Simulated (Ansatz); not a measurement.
# CH3BSe: the cost of one run

Program: Ansatz 0.2.0 through its Python package. Level of theory: PBE/def2-SVPD. These are calculated values, not measurements.

### 1 The structure

Bond lengths: B1–C2 1.562 Å, B1–Se3 2.040 Å, C2–Se3 1.822 Å, B1–H4 1.164 Å, C2–H5 1.123 Å, C2–H6 1.118 Å. Angles: B1–C2–Se3 73.7°, B1–C2–H5 113.5°, B1–C2–H6 115.3°, Se3–C2–H5 114.1°, Se3–C2–H6 114.8°, H5–C2–H6 117.9°, C2–B1–Se3 59.0°, C2–B1–H4 136.3°, Se3–B1–H4 146.6°, B1–Se3–C2 47.3°.

The script holds or builds the structure itself.

### 2 Script

Input file tae_ch3bse.py:

```python
# -*- coding: utf-8 -*-
"""Energy to split CH3BSe into its atoms."""

from collections import Counter

import ansatz


def energy_of(molecule, charge=0, unpaired=0):
    calc = molecule.calculation().basis(gaussian="def2-SVPD").functional("PBE")
    if charge:
        calc = calc.charge(charge)
    if unpaired:
        calc = calc.spin("collinear", total=unpaired)
    report = calc.run(threads=1, pin="off").report
    if report["published_state_doubts"]:
        print("  doubts:", report["published_state_doubts"])
    return report["free_energy_ev"]

GEOMETRY = """
B    -0.69770   -0.66390   -0.17940
C     0.30810    0.47130    0.19340
Se    1.14140   -1.10090    0.58730
H    -1.46720   -0.86090   -1.03060
H     0.73280    1.00330   -0.69950
H     0.02470    1.08710    1.08270
"""


def main():
    system = ansatz.Crystal.molecule()
    for line in GEOMETRY.strip().splitlines():
        symbol, *xyz = line.split()
        system = system.atom(symbol, [float(v) for v in xyz])

    # unpaired electrons of the ground-state atoms
    unpaired = {"B": 1, "C": 2, "Se": 2, "H": 1}
    counts = Counter(site.symbol for site in system.cartesian_sites)
    atom_energy = {s: energy_of(ansatz.Crystal.molecule().atom(s, (0, 0, 0)), 0, unpaired[s]) for s in counts}
    whole = energy_of(system, 0, 0)
    for s, e in atom_energy.items():
        print(f"{s:2s} x{counts[s]}  {e:14.5f} eV")
    print(f"CH3BSe: {whole:.5f} eV")
    split = sum(counts[s] * e for s, e in atom_energy.items()) - whole
    print(f"atomisation energy (no zero-point term): {split:.3f} eV, {split / sum(counts.values()):.3f} eV an atom")


if __name__ == "__main__":
    main()
```

### 3 What the engine is handed

The engine receives this input (first run):

```yaml
crystal:
  periodic: [false, false, false]
  atoms:
    - { symbol: B, position_ang: [0.0, 0.0, 0.0] }
basis:
  gaussian:
    orbitals: def2-SVPD
hamiltonian:
  xc: pbe
magnetization:
  spin_polarized: true
  initial_magnetization: 1.0
```

### 4 Running it

Command:

```sh
$ python tae_ch3bse.py
```

**Question.** How long does this script take on 1 thread of Arm Neoverse V2, shared host, and how much memory does it need?

About 3.2 s, with a peak of 0.19 GiB.
